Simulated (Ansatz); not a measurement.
**Si3BH8 radical: up Jacob's ladder to CCSD(T)**

The task here is to estimate one member of a computed series from the others.

Computed with Ansatz 0.2.0, Gaussian basis. Level: functionals in def2-TZVPP, the program's frozen cores in correlated methods.

The runs, in order: LDA (SPW92), PBE-D4, revPBE-D4, BLYP-D4, r2SCAN-D4, B97M-V, PBE0-D4, B3LYP-D4, r2SCANh-D4, r2SCAN0-D4, HSE06-D4, BHLYP-D4, CAM-B3LYP-D4, LC-ωPBE, ωB97X-V, ωB97M-V, B2PLYP, PBE-QIDH; CCSD(T)/def2-SVP; CCSD(T)/def2-TZVPP; MP2/def2-QZVPP; extrapolation to the limit; RPA on PBE.

### The relaxed structure

All runs share one geometry, relaxed beforehand with PBE0-D4 in a triple-zeta def2 set.

SMILES `[SiH2]B([SiH3])[SiH3]`, 12 atoms, charge 0, spin multiplicity 2.

Atoms are counted from 1 here; the program's logs count them from 0.

Bond lengths: Si1–B2 1.904 Å, Si1–H5 1.486 Å, Si1–H6 1.486 Å, B2–Si3 1.997 Å, B2–Si4 1.997 Å, Si3–H7 1.492 Å, Si3–H8 1.492 Å, Si3–H9 1.491 Å, Si4–H10 1.492 Å, Si4–H11 1.491 Å, Si4–H12 1.492 Å. Angles: B2–Si1–H5 125.1°, B2–Si1–H6 125.1°, H5–Si1–H6 109.8°, Si1–B2–Si3 119.5°, Si1–B2–Si4 119.5°, Si3–B2–Si4 120.9°, B2–Si3–H7 110.6°, B2–Si3–H8 109.6°, B2–Si3–H9 113.9°, H7–Si3–H8 107.3°, H7–Si3–H9 107.6°, H8–Si3–H9 107.5°, B2–Si4–H10 109.6°, B2–Si4–H11 113.9°, B2–Si4–H12 110.6°, H10–Si4–H11 107.5°, H10–Si4–H12 107.3°, H11–Si4–H12 107.6°.

The first run:

The input, in.yaml:

```yaml
crystal:
  periodic: [false, false, false]
  atoms:
    - {symbol: Si, position_ang: [-1.451297, 1.450238, -0.334508]}
    - {symbol: B, position_ang: [-0.120933, 0.123001, -0.026607]}
    - {symbol: Si, position_ang: [0.219127, -0.516845, 1.834348]}
    - {symbol: Si, position_ang: [0.914120, -0.609750, -1.569334]}
    - {symbol: H, position_ang: [-1.821969, 1.995000, -1.666304]}
    - {symbol: H, position_ang: [-2.274730, 2.095126, 0.720911]}
    - {symbol: H, position_ang: [1.662321, -0.372722, 2.183140]}
    - {symbol: H, position_ang: [-0.119822, -1.966677, 1.935409]}
    - {symbol: H, position_ang: [-0.571046, 0.202897, 2.874090]}
    - {symbol: H, position_ang: [2.357654, -0.265210, -1.413797]}
    - {symbol: H, position_ang: [0.469157, -0.092527, -2.895111]}
    - {symbol: H, position_ang: [0.814318, -2.097530, -1.608238]}
basis:
  gaussian: {orbitals: def2-TZVPP}
magnetization: {spin_polarized: true, initial_magnetization: 1}
hamiltonian: {xc: lda}
output: {orbitals: {seedname: orbitals}}
```

Started as:

```console
ansatz run in.yaml --threads 2 --pin off --events-out ev --progress --plain --max-ram 32768MiB --backend cpu
```

Among the steps run: LDA; PBE-D4 (GGA); revPBE-D4 (GGA); BLYP-D4 (GGA); r2SCAN-D4 (meta-GGA); B97M-V (meta-GGA); PBE0-D4 (hybrid); B3LYP-D4 (hybrid); r2SCANh-D4 (hybrid); r2SCAN0-D4 (hybrid); HSE06-D4 (hybrid); BHLYP-D4 (hybrid); CAM-B3LYP-D4 (range-separated); LC-ωPBE (range-separated); ωB97X-V (range-separated); ωB97M-V (range-separated); B2PLYP (double hybrid); PBE-QIDH (double hybrid).

One of the session's tables, all rows but one given; the rest of the session is left out.

It belongs to the step «Orbital energies across the functionals». 

| functional | HOMO (eV) | LUMO (eV) | gap (eV) |
| --- | --- | --- | --- |
| LDA (SPW92) | -5.94 | -5.19 | 0.76 |
| PBE-D4 | -5.96 | -4.83 | 1.13 |
| revPBE-D4 | -5.93 | -4.70 | 1.23 |
| BLYP-D4 | -5.68 | -4.75 | 0.92 |
| r2SCAN-D4 | -6.28 | -4.51 | 1.77 |
| B97M-V | -6.16 | -4.85 | 1.31 |
| PBE0-D4 | -6.86 | -3.92 | 2.94 |
| B3LYP-D4 | ? | ? | ? |
| r2SCANh-D4 | -6.61 | -4.19 | 2.41 |
| r2SCAN0-D4 | -7.10 | -3.72 | 3.38 |
| HSE06-D4 | -6.47 | -4.30 | 2.17 |
| BHLYP-D4 | -7.45 | -3.02 | 4.43 |
| CAM-B3LYP-D4 | -7.87 | -2.91 | 4.96 |
| LC-ωPBE | -9.24 | -1.60 | 7.65 |
| ωB97X-V | -8.75 | -2.04 | 6.71 |
| ωB97M-V | -8.57 | -2.24 | 6.33 |

Estimate the missing values for B3LYP-D4.

Worked estimate for «HOMO (eV)». Against the share of exact exchange, BLYP-D4 (0, -5.68), BHLYP-D4 (0.5, -7.45) give a slope of -3.54 per unit share; at 0.2 the line stands at -6.39.

The run gave: HOMO (eV): -6.54; LUMO (eV): -4.22; gap (eV): 2.33. In «HOMO (eV)» the line misses by +0.15.
